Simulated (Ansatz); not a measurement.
Input of an Ansatz 0.2.0 run:

Contents of input.yaml:

```yaml
crystal:
  lattice:
    - [3.12932, 0.0, 0.0]
    - [0.0, 3.12932, 0.0]
    - [0.0, 0.0, 23.8]
  atoms:
    - { symbol: Bi, position: [0.5, 0.5, 0.29412] }
kpoints:
  mp_grid: { grid: [9, 9, 1] }
scf:
  occupations: { method: fermi_dirac, width: 0.05 }
hamiltonian:
  xc: pbe
  pseudopotentials: { kind: all_electron, lapw: { basis_error: 0.001 } }
output:
  forces: true
  stress: true
  eigenvalues: true
  populations: true
```

Potentials or basis: all-electron LAPW, scalar-relativistic.

The run is started by

```bash
$ ansatz run input.yaml --threads 2 --pin off --max-ram 8192MiB --backend cpu --events-out ev --progress --plain --runs-dir out
```

(1) Predict the band gap on the k mesh.

Results:

(1) none (metal or under the smearing width).

Caveat: spin-orbit coupling is left out, which moves the levels of the heavy elements.
